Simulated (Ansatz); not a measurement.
Crystal: NiMoIrPdW.

```
Ni Mo Pd Ir W
1.0
     4.14670    0.00000    0.00000
    -2.07335    3.59115    0.00000
     0.00000    0.00000    5.41629
Ni Mo Pd Ir W
1 1 1 1 1
Direct
  0.00000 0.00000 0.02221
  0.66667 0.33333 0.45996
  0.33333 0.66667 0.74601
  0.33333 0.66667 0.25641
  0.66667 0.33333 0.99985
```

The cell was built by a generator and needn't be a form met in nature.

```yaml
Program: Ansatz 0.2.0
Task: relaxation of cell and atoms
Functional: PBEsol
Dispersion: D3(BJ)
Potentials_or_basis: Ansatz PAW
Cutoff: "420 eV (not typed: the program's choice for these potentials)"
k_mesh: 5 × 5 × 4
Occupations: fermi-dirac, width 0.05 eV
Spin: collinear spin, ferromagnetic start
Starting_moments: "[1.0, 1.0, 0.0, 0.6, 0.0] μB"
```

At the start: volume 16.13 Å³/atom.

**Question.** Where does the relaxation end?

**Answer.** It ends after 9 steps and the volume is 15.16 Å³/atom (-6.0 %); space group P3m1 (No. 156, to 0.05 Å); moment 0.00 μB per cell.

Step by step:
```
step  energy change (eV)  largest force (eV/Å)  volume (Å³)
   1              0.0000                0.2509        80.66
   2             -0.2019                0.1052        76.45
   3             -0.2058                0.0778        75.83
   4             -0.2063                0.0459        75.84
   5             -0.2074                0.0346        75.84
   6             -0.2076                0.0154        75.81
   7             -0.2076                0.0130        75.81
   8             -0.2076                0.0010        75.81
   9             -0.2058                0.0011        75.81
```

Final structure:
```cif
data_structure
_symmetry_space_group_name_H-M 'P 1'
_symmetry_Int_Tables_number 1
_cell_length_a 4.0623
_cell_length_b 4.0623
_cell_length_c 5.3045
_cell_angle_alpha 90.000
_cell_angle_beta 90.000
_cell_angle_gamma 120.000
_cell_volume 75.81
loop_
_atom_site_label
_atom_site_type_symbol
_atom_site_fract_x
_atom_site_fract_y
_atom_site_fract_z
_atom_site_occupancy
Ni1 Ni 0.00000 0.00000 0.01135 1
Mo1 Mo 0.66667 0.33333 0.46934 1
Pd1 Pd 0.33333 0.66667 0.74623 1
Ir1 Ir 0.33333 0.66667 0.25638 1
W1 W 0.66667 0.33333 0.00113 1
```

Caveat: the plane-wave basis is chosen anew once the cell has moved, so the energies of steps on either side of that aren't comparable; pairwise dispersion overbinds metals, which lowers pressure and volume; the PAW data sets come from PBE, with cores solved anew for the run's functional, which leaves a small shift of forces and pressure; the starting moments weren't kept.
